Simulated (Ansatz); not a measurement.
**Cu (Copper): how the settings move a relaxation**

How sensitive is a relaxation of Cu (Copper) to its settings? A reference run comes first, then one run with altered input.

Computed with Ansatz 0.2.0 (reference: DFT, PBEsol, all-electron LAPW, scalar-relativistic, unless a step's input says otherwise).

**1. The structure to begin with**

Symmetry: Fm-3m, No. 225, cubic system. The conventional cell has a = 3.663 Å, b = 3.663 Å, c = 3.663 Å, α = 90.00°, β = 90.00°, γ = 90.00°. Cu (site symmetry m-3m) is surrounded by 12 Cu at 2.59 Å.

Coordinates:

```cif
data_structure
_symmetry_space_group_name_H-M 'Fm-3m'
_symmetry_Int_Tables_number 225
_cell_length_a 3.6626
_cell_length_b 3.6626
_cell_length_c 3.6626
_cell_angle_alpha 90.000
_cell_angle_beta 90.000
_cell_angle_gamma 90.000
_cell_volume 49.13
loop_
_atom_site_label
_atom_site_type_symbol
_atom_site_symmetry_multiplicity
_atom_site_Wyckoff_symbol
_atom_site_fract_x
_atom_site_fract_y
_atom_site_fract_z
_atom_site_occupancy
Cu1 Cu 4 a 0.00000 0.00000 0.00000 1
```

**2. The reference run**

input.yaml reads:

```yaml
crystal:
  lattice:
    - [0.0, 1.8312856224, 1.8312856224]
    - [1.8312856224, 0.0, 1.8312856224]
    - [1.8312856224, 1.8312856224, 0.0]
  atoms:
    - { symbol: Cu, position: [0.0, 0.0, 0.0] }
kpoints:
  mp_grid: { grid: [16, 16, 16] }
scf:
  occupations: { method: fermi_dirac, width: 0.05 }
hamiltonian:
  xc: pbesol
  pseudopotentials: { kind: all_electron, lapw: { basis_error: 0.001 } }
output:
  forces: true
  stress: true
relax:
  f_tol: 0.005
  max_steps: 80
  cell: {}
```

Launch:

```
$ ansatz run input.yaml --threads 1 --pin off --max-ram 2048MiB --backend cpu --events-out ev --progress --plain --runs-dir out
```

**3. Changing settings: starting moments, n_extra_bands 4, xc revpbe, spin_polarized true**

input.yaml, as its differences from that of step 2:

```diff
@@ -6,3 +6,3 @@
   atoms:
-    - { symbol: Cu, position: [0.0, 0.0, 0.0] }
+    - { symbol: Cu, position: [0.0, 0.0, 0.0], spin: 0.2 }
 kpoints:
@@ -11,4 +11,5 @@
   occupations: { method: fermi_dirac, width: 0.05 }
+  n_extra_bands: 4
 hamiltonian:
-  xc: pbesol
+  xc: revpbe
   pseudopotentials: { kind: all_electron, lapw: { basis_error: 0.001 } }
@@ -21 +22,3 @@
   cell: {}
+magnetization:
+  spin_polarized: true
```

**Question.** What will these runs give? Wanted: for each run, ending; energy change; pressure; gap; force.

The runs gave:

| run | ending | energy change | pressure (GPa) | gap (eV) | force (eV/Å) | cycles | time |
| --- | --- | --- | --- | --- | --- | --- | --- |
| reference | converged | - | 0.0 | 0.00 | 0.00 | 26 | 39 s |
| 1: starting moments, n_extra_bands 4, xc revpbe, spin_polarized true | converged | not comparable | 0.0 | 0.00 | 0.00 | 19 | 54 s |

**Reading.** Total energies don't compare across a change of functional; the final volume goes from 11.32 to 12.27 Å³. The spin polarisation changed too.
